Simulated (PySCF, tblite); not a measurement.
**C6H9ClSi: geometry, infrared bands and NMR shifts**

Wanted: the infrared bands and NMR shifts of C6H9ClSi (`C#C/C=C(\Cl)[SiH](C)C`), by calculation.

The runs use tblite 0.8.0 and PySCF 2.14.0, with density-fitted response routines of our own; the level of theory stands in each step. All values are computed, except where a source is named. Atoms are numbered from 0 throughout.

## (1) The molecule as given

17 atoms, charge 0, multiplicity 1; geometry from: force field or distance geometry start.

Bonds of the start (Å): C0–C1 1.22, C1–C2 1.41, C2–C3 1.35, C3–Cl4 1.77, C3–Si5 1.89, Si5–C6 1.85, Si5–C7 1.86, C0–H8 1.06, C2–H9 1.09, Si5–H10 1.49, C6–H11 1.10, C6–H12 1.09, C6–H13 1.10, C7–H14 1.10, C7–H15 1.08, C7–H16 1.09.

## (2) Relaxing the molecule with GFN2-xTB

The job: settings as JSON, then the geometry in Å.

```
{"job": {"kind": "relax", "xc": "GFN2-xTB", "basis": "xTB"}, "charge": 0, "multiplicity": 1}
C      4.322800    -0.490100     0.235400
C      3.157400    -0.344900    -0.081700
C      1.808300    -0.189500    -0.444400
C      0.778600    -0.086600     0.418200
Cl     1.061000    -0.173300     2.167000
Si    -1.004500     0.121600    -0.182500
C     -2.044300    -1.316700     0.353400
C     -1.695200     1.735500     0.441800
H      5.338900    -0.612800     0.519200
H      1.608400    -0.137800    -1.513700
H     -0.979000     0.157000    -1.668300
H     -1.637200    -2.265700    -0.014200
H     -3.070800    -1.222600    -0.015400
H     -2.095600    -1.384000     1.445500
H     -2.718800     1.892900     0.058400
H     -1.091100     2.577700     0.123800
H     -1.746000     1.751200     1.534000
```

The run is started by

```bash
> OMP_NUM_THREADS=1 python probes_run.py task.json out
```

One launch serves the whole session: the jobs run in the order shown.

**Question.** This job is followed by: GFN2-xTB harmonic vibrations, gas phase; GIAO PBE0/pcSseg-1 NMR shielding, non-relativistic, gas phase. Predict these results of the whole session: strongest single infrared mode (GFN2-xTB); zero-point energy (GFN2-xTB); 13C shifts against TMS (PBE0/pcSseg-1, means over atoms taken as alike); 1H shifts against TMS (PBE0/pcSseg-1, means over atoms taken as alike); 35Cl shifts against HCl (PBE0/pcSseg-1); 29Si shifts against TMS (PBE0/pcSseg-1); surface potential, 1st and 99th percentile.

The runs gave:

| quantity | value |
| --- | --- |
| strongest single infrared mode (GFN2-xTB) | 2180 cm⁻¹, 358 km/mol |
| zero-point energy (GFN2-xTB) | 77.1 kcal/mol |
| 13C shifts against TMS (PBE0/pcSseg-1, means over atoms taken as alike) | 166.1, 125.6, 98.4, 82.4, -3.5 ppm |
| 1H shifts against TMS (PBE0/pcSseg-1, means over atoms taken as alike) | 6.26, 4.56, 3.25, 0.28 ppm |
| 35Cl shifts against HCl (PBE0/pcSseg-1) | 251 ppm |
| 29Si shifts against TMS (PBE0/pcSseg-1) | -14.8 ppm |
| surface potential, 1st and 99th percentile | -0.95 V and 1.35 V |

Relaxing lowered the energy by 0.108 eV in 51 steps; the close pair that moved most is Si5–C6, from 1.854 to 1.899 Å. No mode is imaginary among the 45: a minimum at this level. The strongest single mode, at 2180 cm⁻¹, moves mainly H10. GFN2-xTB is a fitted tight-binding method: band positions and strengths are rough. Its intensities can rank the bands wrongly. H9 (hydrogen on an alkene CH) lies farthest downfield among hydrogen, at 6.26 ppm; a vinylic proton, deshielded by the sp2 carbon and the C=C anisotropy. At PBE0/pcSseg-1: The largest span, 448 ppm, is at Cl4, where the paramagnetic term is -450 ppm. By nearest atom (PBE0/pcSseg-1), the HOMO sits on C0, C3 about 22 % each; C2 17 % and the LUMO on C3 30 %; C0, C2 about 19 % each.
